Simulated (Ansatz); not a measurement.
GeH₆O₂Si, SMILES [OH][GeH2][O][SiH3], energies of removing a hydrogen

Computed with Ansatz's Python interface.

Run as a notebook:

In [1]:
```python
import ansatz as az
from ase import Atoms


def energy(molecule, charge=0, unpaired=0):
    calc = molecule.calculation().basis(gaussian='def2-TZVP').functional('hf')
    if charge:
        calc = calc.charge(charge)
    if unpaired:
        calc = calc.spin('collinear', total=unpaired)
    return calc.run().report['free_energy_ev']
```

In [2]:
```python
def without(molecule, index):
    rest = az.Crystal.molecule()
    for i, site in enumerate(molecule.cartesian_sites):
        if i != index:
            rest = rest.atom(site.symbol, site.position_ang)
    return rest
```

In [3]:
```python
atoms = Atoms(['O', 'Ge', 'O', 'Si', 'H', 'H', 'H', 'H', 'H', 'H'], positions=[
    (-1.6111, 1.0259, -1.8287),
    (-0.4644, 0.7009, -0.5658),
    (-0.4557, -1.0632, -0.2944),
    (0.8252, -1.2932, 0.9484),
    (-1.6206, 2.0482, -1.9573),
    (-0.8666, 1.4572, 0.7365),
    (0.9627, 1.1983, -1.0227),
    (0.8873, -2.723, 1.2447),
    (0.3565, -0.5767, 2.2199),
    (2.0698, -0.8258, 0.5222),
])
geometry = az.Crystal.molecule_from_ase(atoms)

whole = energy(geometry, 0)
hydrogen = energy(az.Crystal.molecule().atom('H', (0, 0, 0)), 0, 1)
print(f'E(molecule) = {whole:.5f} eV, E(H) = {hydrogen:.5f} eV')
for index in [4, 6, 9]:
    radical = energy(without(geometry, index), 0, 1)
    print(f'H{index}: homolysis {23.060548 * (radical + hydrogen - whole):.1f} kcal/mol')
    anion = energy(without(geometry, index), -1)
    print(f'H{index}: loss of a proton {23.060548 * (anion - whole):.1f} kcal/mol')
```
```text
E(molecule) = -68508.66534 eV, E(H) = -13.60052 eV
H4: homolysis 81.6 kcal/mol
H4: loss of a proton 379.5 kcal/mol
H6: homolysis 68.9 kcal/mol
H6: loss of a proton 389.7 kcal/mol
H9: homolysis 75.6 kcal/mol
H9: loss of a proton 389.6 kcal/mol
```

Total energies depend on the basis set; only differences at equal settings carry meaning. The geometry is a force-field or estimated start, not a minimum of this method, and the basis set is short of its limit. All parts are taken at fixed geometry, without zero-point energy. Hartree-Fock leaves correlation out, so bond, atomisation and ionisation energies come out well too low. Anions want diffuse functions, which this basis lacks. The whole script took 83 s on 1 thread of Arm Neoverse V1 (shared host), peak memory 0.86 GiB.
